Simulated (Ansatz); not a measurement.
# C62N: the cost of one run

All numbers below are computed with Ansatz 0.2.0 (DFT PBE, plane waves, PAW, scalar-relativistic, no spin polarisation).

1 further run of the same task is left out (it didn't finish).

**1. The system as given**

The cell holds 63 atoms (C62N): a = 7.140 Å, b = 7.140 Å, c = 7.140 Å, α = 90.00°, β = 90.00°, γ = 90.00°.

Its coordinates follow in the input file.

**2. End point A**

File input.yaml:

```yaml
crystal:
  lattice:
    - [7.14, 0.0, 0.0]
    - [0.0, 7.14, 0.0]
    - [0.0, 0.0, 7.14]
  atoms:
    - { symbol: C, position: [0.4939075, 0.0012617, 0.0041898] }
    - { symbol: C, position: [0.6269646, 0.1260967, 0.1289878] }
    - { symbol: C, position: [0.7506761, 0.2514136, -0.0005324] }
    - { symbol: C, position: [0.8776546, 0.3710446, 0.1283267] }
    - { symbol: C, position: [0.7478769, -0.0045826, 0.2515347] }
    - { symbol: C, position: [0.8821133, 0.1290407, 0.3728334] }
    - { symbol: C, position: [0.002933, -0.0019084, -0.0005211] }
    - { symbol: C, position: [0.1253762, 0.1152638, 0.1258051] }
    - { symbol: C, position: [0.2456739, 0.2470698, -0.0061949] }
    - { symbol: C, position: [0.3686279, 0.3710367, 0.1284689] }
    - { symbol: C, position: [0.5070002, 0.4998941, 0.0045874] }
    - { symbol: C, position: [0.6238908, 0.6169665, 0.1256299] }
    - { symbol: C, position: [0.7518725, 0.7481991, 0.0012698] }
    - { symbol: C, position: [0.8774057, 0.8713722, 0.1187948] }
    - { symbol: C, position: [0.2490704, -0.0008868, 0.2485182] }
    - { symbol: C, position: [0.3791481, 0.1322504, 0.3732494] }
    - { symbol: C, position: [0.5029365, 0.2539535, 0.2529965] }
    - { symbol: C, position: [0.6294012, 0.3733645, 0.3781084] }
    - { symbol: C, position: [0.7585062, 0.5033767, 0.2473954] }
    - { symbol: C, position: [0.8775534, 0.6303041, 0.3765504] }
    - { symbol: C, position: [0.4976328, 0.0064835, 0.4947489] }
    - { symbol: C, position: [0.6271152, 0.124932, 0.6199846] }
    - { symbol: C, position: [0.7551237, 0.2514617, 0.4950975] }
    - { symbol: C, position: [0.8775283, 0.3731866, 0.6170051] }
    - { symbol: C, position: [0.7471054, 0.0011074, 0.752671] }
    - { symbol: C, position: [0.8756957, 0.1251898, 0.8769747] }
    - { symbol: C, position: [-0.0008865, 0.5049452, 0.0006245] }
    - { symbol: C, position: [0.126235, 0.6272723, 0.1205581] }
    - { symbol: C, position: [0.2470201, 0.7564226, 0.0014089] }
    - { symbol: C, position: [0.3738125, 0.8764348, 0.1229764] }
    - { symbol: C, position: [0.0011704, 0.2472022, 0.2511597] }
    - { symbol: C, position: [0.243371, 0.5055921, 0.2478447] }
    - { symbol: C, position: [0.3683561, 0.6240595, 0.3734412] }
    - { symbol: C, position: [0.5006403, 0.745188, 0.25167] }
    - { symbol: C, position: [0.6402251, 0.8696274, 0.376419] }
    - { symbol: C, position: [-0.0013055, 0.0008093, 0.4923874] }
    - { symbol: C, position: [0.1201638, 0.1269313, 0.6248386] }
    - { symbol: C, position: [0.2568707, 0.2470387, 0.5007332] }
    - { symbol: C, position: [0.38724, 0.3717834, 0.6212024] }
    - { symbol: C, position: [0.4998524, 0.4998128, 0.5035469] }
    - { symbol: C, position: [0.6255444, 0.6218204, 0.6258883] }
    - { symbol: C, position: [0.7610865, 0.7553436, 0.4883102] }
    - { symbol: C, position: [0.8744033, 0.8713231, 0.6276145] }
    - { symbol: C, position: [0.249272, 0.0081206, 0.7539128] }
    - { symbol: C, position: [0.3787412, 0.1257839, 0.8748307] }
    - { symbol: C, position: [0.5014293, 0.2554424, 0.7522453] }
    - { symbol: C, position: [0.6235247, 0.3803575, 0.8758072] }
    - { symbol: C, position: [0.7496739, 0.4966749, 0.7476219] }
    - { symbol: C, position: [0.8723275, 0.6132674, 0.8792725] }
    - { symbol: C, position: [0.0023802, 0.7490997, 0.2543949] }
    - { symbol: C, position: [0.1268403, 0.8765612, 0.3646018] }
    - { symbol: "N", position: [-0.0009791, 0.5022361, 0.5067634] }
    - { symbol: C, position: [0.1327323, 0.6309909, 0.6201193] }
    - { symbol: C, position: [0.2407661, 0.7523969, 0.500116] }
    - { symbol: C, position: [0.3790443, 0.8744711, 0.6259233] }
    - { symbol: C, position: [-0.0063025, 0.2518824, 0.7481307] }
    - { symbol: C, position: [0.1264705, 0.3769303, 0.8745075] }
    - { symbol: C, position: [0.2513311, 0.4999428, 0.7531899] }
    - { symbol: C, position: [0.3771082, 0.6227008, 0.8725298] }
    - { symbol: C, position: [0.5073266, 0.7495731, 0.7541673] }
    - { symbol: C, position: [0.6266529, 0.8726298, 0.8718531] }
    - { symbol: C, position: [0.0005047, 0.7510784, 0.7525814] }
    - { symbol: C, position: [0.1196768, 0.8725013, 0.8746014] }
total_charge: -1
basis:
  ecutwfc: 420.0
kpoints:
  mp_grid: { grid: [2, 2, 2] }
hamiltonian:
  xc: pbe
  pseudopotentials: { kind: paw, azcp: { folder: soft_1 } }
scf:
  occupations: { method: gaussian, width: 0.05 }
  lower_state_search: "off"
relax:
  f_tol: 0.03
  max_steps: 60
  adjacent_minimum: "off"
```

Launch:

```
$ ansatz run input.yaml --threads 4 --pin off --max-ram 10240MiB --backend cpu --events-out ev --progress --plain --runs-dir out
```

Q: Estimate wall time and peak memory on 4 threads of Arm Neoverse V2, shared host.

About 36 s, with a peak of 1.8 GiB.
